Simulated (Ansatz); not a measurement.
# GdMg: the cost of one run

Computed with Ansatz 0.2.0, driven from Python. The levels of theory stand in the script.

### 1 Starting point

Symmetry: Pm-3m, No. 221, cubic system. The conventional cell has a = 3.824 Å, b = 3.824 Å, c = 3.824 Å, α = 90.00°, β = 90.00°, γ = 90.00°. Gd (site symmetry m-3m) is surrounded by 8 Mg at 3.31 Å. Around Mg (site symmetry m-3m) lie 8 Gd at 3.31 Å.

POSCAR_gdmg, read by the script:

```text
GdMg
1.0
   3.82400000    0.00000000    0.00000000
   0.00000000    3.82400000    0.00000000
   0.00000000    0.00000000    3.82400000
Gd Mg
1 1
Direct
   0.00000000    0.00000000    0.00000000
   0.50000000    0.50000000    0.50000000
```

### 2 Script

The input, xc.py:

```python
"""Functional comparison for GdMg (totals differ with the potentials too)."""

import csv

import ansatz as az
from ase.io import read

SMEARING = "Gaussian"
SIGMA = 0.1
K_SPACING = 0.22

atoms = read("POSCAR_gdmg", format="vasp")
cell = az.Crystal.from_ase(atoms).moments(Gd=7)

model = (
    cell.calculation()
    .occupations(SMEARING, width=SIGMA)
    .basis(21 * az.Ha)
    .pseudopotentials("paw")
    .spin(az.SpinTreatment.COLLINEAR)
    .kpoints(spacing=K_SPACING)
    .forces()
    .stress()
)

rows = []
for value in ["blyp", "lda", "pbesol"]:
    data = model.functional(value).run().report
    rows.append((value, data["free_energy_ev"] / len(data["lattice"]["sites"]), data["n_iterations"], sum(data["stress_gpa"][i][i] for i in range(3)) / 3, max(abs(f) for row in data["forces_ev_ang"] for f in row), data["magnetization_mub"], data["n_kpoints"]))

with open("xc.csv", "w", newline="") as handle:
    writer = csv.writer(handle)
    writer.writerow(["functional", "F/atom (eV)", "iterations", "P (GPa)", "max component (eV/A)", "moment (muB)", "k-points"])
    writer.writerows([round(v, 5) if isinstance(v, float) else v for v in row] for row in rows)
print(open("xc.csv").read())
```

### 3 The input behind the calls

The package turns the script's settings into the engine's input (first run):

```yaml
crystal:
  lattice:
    - [3.824, 0.0, 0.0]
    - [0.0, 3.824, 0.0]
    - [0.0, 0.0, 3.824]
  atoms:
    - { symbol: Gd, position: [0.0, 0.0, 0.0] }
    - { symbol: Mg, position: [0.5, 0.5, 0.5] }
basis:
  ecutwfc: 571.4391111657479
kpoints:
  mp_grid:
    kspacing: 0.22
hamiltonian:
  xc: blyp
  pseudopotentials:
    kind: paw
magnetization:
  spin_polarized: true
  per_species:
    Gd: 7.0
scf:
  occupations:
    method: gaussian
    width: 0.1
output:
  forces: true
  stress: true
```

### 4 Running it

Launch:

```bash
$ python xc.py
```

What time and memory should one allow on 1 thread of Arm Neoverse V2, shared host?

About 29 s, with a peak of 0.57 GiB.
